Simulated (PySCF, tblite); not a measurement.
# C4H6F2NO radical: geometry, infrared bands and EPR parameters

Wanted: the infrared bands and EPR parameters of C4H6F2NO radical (`[H]/N=C(\[CH2])COC(F)F`), by calculation.

Programs: tblite 0.8.0 and PySCF 2.14.0, with density-fitted response routines of our own. Each step states its level of theory. These are calculated values for one molecule in the gas phase, unless marked as measured. Atoms count from 0, in the outputs and in this text.

## Step 1: Starting geometry

14 atoms, charge 0, multiplicity 2; geometry from: force field or distance geometry start.

Bonds of the start (Å): C0–C1 1.50, C1–N2 1.26, C1–C3 1.50, C3–O4 1.39, O4–C5 1.40, C5–F6 1.39, C5–F7 1.39, C0–H8 1.12, C0–H9 1.11, N2–H10 1.03, C3–H11 1.14, C3–H12 1.07, C5–H13 1.09.

## Step 2: Optimising the geometry with GFN2-xTB

What the job is given:

```
{"job": {"kind": "relax", "xc": "GFN2-xTB", "basis": "xTB"}, "charge": 0, "multiplicity": 2}
C     -1.519500     0.534700     0.995900
C     -0.936900    -0.108900    -0.226300
N     -1.332300     0.150300    -1.396700
C      0.169800    -1.087500     0.028200
O      1.240000    -0.497400     0.691500
C      1.793000     0.551300    -0.047100
F      1.710400     1.758200     0.629600
F      3.141500     0.303800    -0.303700
H     -2.577100     0.168800     1.068300
H     -1.025200     0.173500     1.926300
H     -2.097800     0.824500    -1.554500
H     -0.281400    -1.780900     0.819800
H      0.406300    -1.725200    -0.802700
H      1.308500     0.734300    -1.010800
```

The run is started by

```console
OMP_NUM_THREADS=1 python probes_run.py task.json out
```

The driver reads the jobs from task.json and runs them one after another.

**Question.** This job is followed by: GFN2-xTB harmonic vibrations, gas phase; UKS B3LYP, pcH-1 on C F H N O, non-relativistic, mean-field spin-orbit, GIAO. What will the session give for the following? strongest single infrared mode (GFN2-xTB); zero-point energy (GFN2-xTB); g(iso) (B3LYP); ⟨S²⟩; largest a(iso) (averaged by class); surface potential, 1st and 99th percentile.

**Answer**, as computed:

| quantity | value |
| --- | --- |
| strongest single infrared mode (GFN2-xTB) | 1129 cm⁻¹, 255 km/mol |
| zero-point energy (GFN2-xTB) | 61.1 kcal/mol |
| g(iso) (B3LYP) | 2.00336 |
| ⟨S²⟩ | 0.776 (exact 0.75) |
| largest a(iso) (averaged by class) | 13C on C0, 64.5 MHz |
| surface potential, 1st and 99th percentile | -1.40 V and 1.55 V |

What this shows: Relaxing lowered the energy by 1.234 eV in 100 steps; the close pair that moved most is C0–C1, from 1.499 to 1.391 Å. No mode is imaginary among the 36: a minimum at this level. The strongest single mode, at 1129 cm⁻¹, is spread over many atoms; the largest shares are those of O4, C5. GFN2-xTB is a fitted tight-binding method: band positions and strengths are rough. Its intensities can rank the bands wrongly. C0 carries the largest spin population, 0.81 e. The isotropic g lies 1.0 ppt above the free-electron value.
